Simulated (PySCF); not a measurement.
# ZrBr₂: structure of the singlet

The task is one start of a wider search on ZrBr₂: the singlet, from a linear start. It is relaxed, tested by its Hessian and followed downhill if it is a saddle.

Method: B3LYP, basis Zr def2-TZVP with ECP28, Br def2-TZVP, scalar-relativistic core potentials, no spin–orbit coupling, density fitting; program: PySCF 2.14.0.

## (1) The starting structure

3 atoms, charge 0, spin multiplicity 1.

Bond lengths: Zr1–Br2 2.680 Å, Zr1–Br3 2.680 Å. Angles: Br2–Zr1–Br3 180.0°.

```xyz
3
charge 0 multiplicity 1
Zr    0.0000    0.0000    0.0000
Br    0.0000    0.0000    2.6800
Br    0.0000    0.0000   -2.6800
```

## (2) First SCF at the start

The steps below are one call of a driver around PySCF. For each, scf.py gives the equivalent set-up of the SCF; relaxations use the driver's own optimiser. After this first run the driver tries any further starts and a stability analysis.

The input, scf.py:

```python
from pyscf import gto, scf, dft
mol = gto.M(atom='''
Zr     0.000000     0.000000     0.000000
Br     0.000000     0.000000     2.680000
Br     0.000000     0.000000    -2.680000''',
    basis={'Zr': 'def2-TZVP', 'Br': 'def2-TZVP'},
    ecp={'Zr': 'def2-TZVP'},
    charge=0, spin=0)
mf = dft.RKS(mol, xc='B3LYP')
mf.grids.atom_grid = (50, 194)
aux = {'Zr': 'def2-universal-JKFIT', 'Br': 'def2-universal-JKFIT'}
mf = mf.density_fit(auxbasis=aux)
mf.conv_tol = 1e-08
mf.diis_space = 10
mf.max_cycle = 60
mf.init_guess = 'minao'
mf.verbose = 4
mf.kernel()
```

Started as:

```
$ OMP_NUM_THREADS=4 python axn.py task.json out
```

The program printed:

```text
init E= -5188.02601359284
cycle= 1 E= -5193.91416879192  delta_E= -5.89  |g|= 2.42  |ddm|= 4.74
  HOMO = 0.0163560429377206  LUMO = 0.0189599666333089  gap/eV = 0.07086
cycle= 2 E= -5192.5053496959  delta_E= 1.41  |g|= 2.78  |ddm|= 5.86
  HOMO = -0.179389423387873  LUMO = -0.169367610767878  gap/eV = 0.27271
cycle= 3 E= -5195.42268416366  delta_E= -2.92  |g|= 0.399  |ddm|=  5.3
  HOMO = -0.175659359448538  LUMO = -0.134339323859866  gap/eV = 1.12438
cycle= 4 E= -5195.46150146299  delta_E= -0.0388  |g|= 0.181  |ddm|= 0.449
  HOMO = -0.167228024571277  LUMO = -0.129824767174158  gap/eV = 1.01779
cycle= 5 E= -5195.4699324319  delta_E= -0.00843  |g|= 0.0143  |ddm|= 0.166
  HOMO = -0.170524294739838  LUMO = -0.131625246832546  gap/eV = 1.05850
cycle= 6 E= -5195.46997106544  delta_E= -3.86e-05  |g|= 0.00612  |ddm|= 0.0104
  HOMO = -0.171479540188199  LUMO = -0.132366943240852  gap/eV = 1.06431
cycle= 7 E= -5195.46998400213  delta_E= -1.29e-05  |g|= 0.00193  |ddm|= 0.00493
  HOMO = -0.171967368221036  LUMO = -0.13276369293053  gap/eV = 1.06679
cycle= 8 E= -5195.46998522973  delta_E= -1.23e-06  |g|= 0.000377  |ddm|= 0.00282
  HOMO = -0.171879715731005  LUMO = -0.132694204317497  gap/eV = 1.06629
cycle= 9 E= -5195.46998528214  delta_E= -5.24e-08  |g|= 2.88e-05  |ddm|= 0.000399
  HOMO = -0.171874814804707  LUMO = -0.132690848132519  gap/eV = 1.06625
cycle= 10 E= -5195.46998528239  delta_E= -2.54e-10  |g|= 1.05e-05  |ddm|= 3.72e-05
  HOMO = -0.17187172034516  LUMO = -0.132688658376945  gap/eV = 1.06623
Extra cycle  E= -5195.46998528231  delta_E= 7.82e-11  |g|= 1.97e-05  |ddm|= 2.99e-05
converged SCF energy = -5195.46998528231
```

This step, with its further starts and checks, ran for 22 s (4 threads of Arm Neoverse V2, shared host).

The starts that the driver tried:

```tsv
start	energy (Eh)
the minimal-basis guess	-5195.469985
a thermally smeared density	-5195.485045
a smeared PBE density	-5195.485045
```

The first run landed in a state that is too high. Following the other starts and the instabilities gains 39.5 kJ/mol (-5195.48505 Eh), and the work goes on from there.

## (3) Relaxing the singlet from the linear start

The program finds D∞h symmetry in the start, which this walk keeps.

scf.py, as its differences from that of step 2:

```diff
@@ -16 +15,0 @@
-mf.init_guess = 'minao'
```

Steps of the walk:

```tsv
step	energy (Eh)	change (kJ/mol)	largest symmetric gradient (Eh/bohr)
0	-5195.485045	0.00	0.03488
1	-5195.495769	-28.16	0.02026
2	-5195.498818	-36.16	0.00939
3	-5195.499392	-37.67	0.00134
4	-5195.499405	-37.70	0.00008
5	-5195.499405	-37.70	0.00000
```

The walk took 20 s.

End point (D∞h, 5 steps, 37.7 kJ/mol gained): Zr–Br 2.489 Å (×2); Br–Zr–Br 180.0°.

## (4) Vibrations and properties at this point

On the finer grid the gradient is checked again; gradients at displacements of ±0.02 bohr then give force constants and infrared intensities.

scf.py, as its differences from that of step 3:

```diff
@@ -3,3 +3,3 @@
-Zr     0.000000     0.000000     0.000000
-Br     0.000000     0.000000     2.680000
-Br     0.000000     0.000000    -2.680000''',
+Zr     0.000000     0.000000    -0.000000
+Br     0.000000     0.000000     2.488685
+Br    -0.000000     0.000000    -2.488685''',
@@ -10 +10 @@
-mf.grids.atom_grid = (50, 194)
+mf.grids.atom_grid = (75, 302)
@@ -13 +13 @@
-mf.conv_tol = 1e-08
+mf.conv_tol = 1e-10
```

This SCF starts from the last density.

Log of the central SCF (cycles and frontier levels):

```text
init E= -5195.49938299502
  HOMO = -0.209481655269377  LUMO = -0.148158629907393  gap/eV = 1.66868
cycle= 1 E= -5195.49938299478  delta_E= 2.44e-10  |g|= 3.08e-05  |ddm|= 5.43e-05
  HOMO = -0.209472496260118  LUMO = -0.14814631164335  gap/eV = 1.66877
cycle= 2 E= -5195.4993829936  delta_E= 1.18e-09  |g|= 6.73e-05  |ddm|= 0.000118
  HOMO = -0.209478701020612  LUMO = -0.148154657626954  gap/eV = 1.66871
cycle= 3 E= -5195.49938299507  delta_E= -1.47e-09  |g|= 5.07e-07  |ddm|= 8.02e-05
  HOMO = -0.209478749803734  LUMO = -0.148154723503611  gap/eV = 1.66871
cycle= 4 E= -5195.49938299508  delta_E= -1.09e-11  |g|= 1.56e-08  |ddm|= 5.37e-07
  HOMO = -0.209478748203578  LUMO = -0.148154722121403  gap/eV = 1.66871
Extra cycle  E= -5195.49938299508  delta_E= 5.46e-12  |g|= 1.76e-08  |ddm|= 3.51e-08
converged SCF energy = -5195.49938299508
```

The whole step took 37 s.

Geometry: D∞h; Zr–Br 2.489 Å (×2); Br–Zr–Br 180.0°.

Harmonic modes (main isotopes):

```json
{"symmetry": "πu", "ω (cm⁻¹)": "39i", "IR (km/mol)": "2.6", "μ (u)": "85.58"}
{"symmetry": "σg+", "ω (cm⁻¹)": "217", "IR (km/mol)": "0.0", "μ (u)": "78.92"}
{"symmetry": "σu+", "ω (cm⁻¹)": "319", "IR (km/mol)": "105", "μ (u)": "85.58"}
```

With 2 modes imaginary (up to 39i cm⁻¹) this point is a saddle.

Properties at this point:

```
Dipole moment                                                   : 0.00 D
Highest occupied level                                          : -5.70 eV
Lowest empty level                                              : -4.03 eV
Rotational constants                                            : 0.01724 cm⁻¹
Zero-point energy (real modes)                                  : 3.2 kJ/mol
Principal polarisabilities                                      : 91.2, 91.2, 135.0 bohr³
Atomisation energy without zero-point energy                    : 784 kJ/mol
Principal traceless quadrupole moments about the centre of mass : -7.14, 3.57, 3.57 D Å
```

Populations by atom (charges in e):

```tsv
atom	Mulliken	Löwdin	polar tensor	Mayer order to Zr1
Zr1	0.70	-0.18	1.01	–
Br2,3	-0.35	0.09	-0.51	1.16
```

Mulliken populations on Zr1 (outside its core potential): s 3.26, p 6.23, d 1.78, f 0.03.

## (5) Downhill along the imaginary mode

The start is the last point, displaced along its most imaginary mode.

The program finds C2v symmetry in the start, which this walk keeps. The walk stops when the largest gradient is under 0.0003 Eh/bohr and the energy has settled too.

scf.py, as its differences from that of step 4:

```diff
@@ -3,3 +3,3 @@
-Zr     0.000000     0.000000    -0.000000
-Br     0.000000     0.000000     2.488685
-Br    -0.000000     0.000000    -2.488685''',
+Zr    -0.250000    -0.000000     0.000000
+Br     0.142401     0.000000     2.488685
+Br     0.142401     0.000000    -2.488685''',
@@ -10 +10 @@
-mf.grids.atom_grid = (75, 302)
+mf.grids.atom_grid = (50, 194)
@@ -13 +13 @@
-mf.conv_tol = 1e-10
+mf.conv_tol = 1e-08
```

Energy and gradient, step by step:

```tsv
step	energy (Eh)	change (kJ/mol)	largest symmetric gradient (Eh/bohr)
0	-5195.499668	0.00	0.00853
1	-5195.500185	-1.36	0.00352
2	-5195.500364	-1.83	0.00201
3	-5195.500471	-2.11	0.00254
4	-5195.501718	-5.38	0.00159
5	-5195.501746	-5.46	0.00103
6	-5195.501760	-5.49	0.00034
7	-5195.501761	-5.50	0.00017
```

The walk took 45 s.

Positions (Å) and forces (eV/Å) along the way:

```
step 0
Zr  -0.250   0.000   0.000   0.070   0.000   0.000
Br   0.142   0.000   2.489  -0.035   0.000  -0.439
Br   0.142   0.000  -2.489  -0.035   0.000   0.439
step 1
Zr  -0.256   0.000   0.000  -0.021   0.000   0.000
Br   0.146   0.000   2.466   0.010   0.000  -0.181
Br   0.146   0.000  -2.466   0.010   0.000   0.181
step 4
Zr  -0.561   0.000   0.000  -0.082   0.000   0.000
Br   0.298   0.000   2.317   0.041   0.000   0.073
Br   0.298   0.000  -2.317   0.041   0.000  -0.073
step 7
Zr  -0.596   0.000   0.000  -0.006   0.000   0.000
Br   0.315   0.000   2.302   0.003   0.000   0.009
Br   0.315   0.000  -2.302   0.003   0.000  -0.009
```

End point (C2v, 7 steps, 5.5 kJ/mol gained): Zr–Br 2.475 Å (×2); Br–Zr–Br 136.8°.

## (6) Frequencies

The same treatment as at the point before.

scf.py, as its differences from that of step 5:

```diff
@@ -3,3 +3,3 @@
-Zr    -0.250000    -0.000000     0.000000
-Br     0.142401     0.000000     2.488685
-Br     0.142401     0.000000    -2.488685''',
+Zr    -0.578713    -0.000000     0.000000
+Br     0.329773     0.000000     2.301051
+Br     0.329773     0.000000    -2.301051''',
@@ -10 +10 @@
-mf.grids.atom_grid = (50, 194)
+mf.grids.atom_grid = (75, 302)
@@ -13 +13 @@
-mf.conv_tol = 1e-08
+mf.conv_tol = 1e-10
```

Log of the central SCF (cycles and frontier levels):

```text
init E= -5195.50158214842
  HOMO = -0.1976753800646  LUMO = -0.135395785818537  gap/eV = 1.69471
cycle= 1 E= -5195.50158214843  delta_E= -2.73e-12  |g|= 1.79e-06  |ddm|= 5.67e-06
  HOMO = -0.197675481566543  LUMO = -0.135395839784004  gap/eV = 1.69472
Extra cycle  E= -5195.50158214842  delta_E= 2.73e-12  |g|= 2.04e-06  |ddm|= 4.4e-06
converged SCF energy = -5195.50158214842
```

The whole step ran for 62 s (4 threads of Arm Neoverse V2, shared host).

Geometry: C2v; Zr–Br 2.474 Å (×2); Br–Zr–Br 136.9°.

Harmonic modes (main isotopes):

| symmetry | ω (cm⁻¹) | IR (km/mol) | type |
| --- | --- | --- | --- |
| a1 | 45 | 0.8 | bend |
| a1 | 245 | 6.2 | stretch |
| b2 | 314 | 65.2 | stretch |

All wavenumbers are real: a minimum.

Properties at this point:

| Property | Result |
| --- | --- |
| Dipole moment | 1.20 D |
| Highest occupied level | -5.38 eV |
| Lowest empty level | -3.68 eV |
| Rotational constants | 0.3566, 0.02017, 0.01909 cm⁻¹ |
| Zero-point energy | 3.6 kJ/mol |
| Principal polarisabilities | 100.1, 104.5, 128.3 bohr³ |
| Atomisation energy without zero-point energy | 790 kJ/mol |
| Principal traceless quadrupole moments about the centre of mass | -4.60, 0.46, 4.14 D Å |
| Entropy at 298.15 K and 1 bar | 326.6 J/(mol K) |
| Heat capacity Cp at 298.15 K | 55.8 J/(mol K) |
| Enthalpy at 298.15 K above 0 K | 14.49 kJ/mol |
| Rotational symmetry number | 2 |

Charges (e) and bond orders:

```csv
atom,Mulliken,Löwdin,polar tensor,Mayer order to Zr1
Zr1,0.67,-0.24,0.91,–
"Br2,3",-0.34,0.12,-0.45,1.19
```

Mulliken populations on Zr1 (outside its core potential): s 3.19, p 6.22, d 1.88, f 0.03.

## (7) All stationary points

| spin | group | bonds | imaginary modes (cm⁻¹) | ΔE (kJ/mol) | with zero-point energy |
| --- | --- | --- | --- | --- | --- |
| singlet | C2v | Zr–Br 2.474 Å (×2) | none | 0.0 | 0.0 |
| singlet | D∞h | Zr–Br 2.489 Å (×2) | 39i, 39i | 5.8 | – |

## (8) Results

```
                                 quantity                                value
                                  minimum                         singlet, C2v
                                 geometry  Zr–Br 2.474 Å (×2); Br–Zr–Br 136.9°
                       wavenumbers (cm⁻¹)          45 (a1), 245 (a1), 314 (b2)
                            dipole moment                               1.20 D
     highest occupied, lowest empty level                      -5.38, -3.68 eV
               polar-tensor charge of Zr1                              +0.91 e
                        zero-point energy                           3.6 kJ/mol
                      entropy at 298.15 K                      326.6 J/(mol K)
atomisation energy (no zero-point energy)                           790 kJ/mol
```

**Reading.** The linear start (D∞h) ends in a minimum of C2v symmetry, after a stop at a second-order saddle point 5.8 kJ/mol higher, from which it was pushed off along an imaginary mode. The strongest infrared band lies at 314 cm⁻¹ (b2, stretch). The first SCF alone would have been 40 kJ/mol too high. Other starts or spin states, not run here, may lie lower. Whether spin polarisation would lower the closed shell was not checked.

The search up to here took 3.1 min.
